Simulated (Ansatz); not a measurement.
Sn2PdAu:

```
Au Sn Pd
1.0
     4.16302    0.00000    0.00000
    -2.08151    3.60528    0.00000
     0.00000    0.00000    5.69830
Au Sn Pd
1 2 1
Direct
  0.00000 0.00000 0.50000
  0.66667 0.33333 0.76453
  0.33333 0.66667 0.23547
  0.00000 0.00000 0.00000
```

The cell comes from a database or a generator and needn't be the stable form of this composition.

Base run:

| Item | Value |
| --- | --- |
| Program | Ansatz 0.2.0 |
| Functional | LDA |
| Potentials or basis | all-electron LAPW, scalar-relativistic |
| Cutoff | 248 eV (chosen from the basis error) |
| Basis error allowed | 0.002 eV/atom |
| k mesh | 7 × 7 × 5 |
| Occupations | fermi-dirac, width 0.05 eV |
| Spin | no spin polarisation |

Its results: pressure -5.1 GPa; largest force 0.035 eV/Å.

Question: The run is repeated on the same cell with these changes: functional from LDA to PBEsol. What comes out?

Answer: Pressure -2.3 GPa; largest force 0.020 eV/Å.

PBEsol binds less tightly than LDA, so the same cell stands under more pressure.
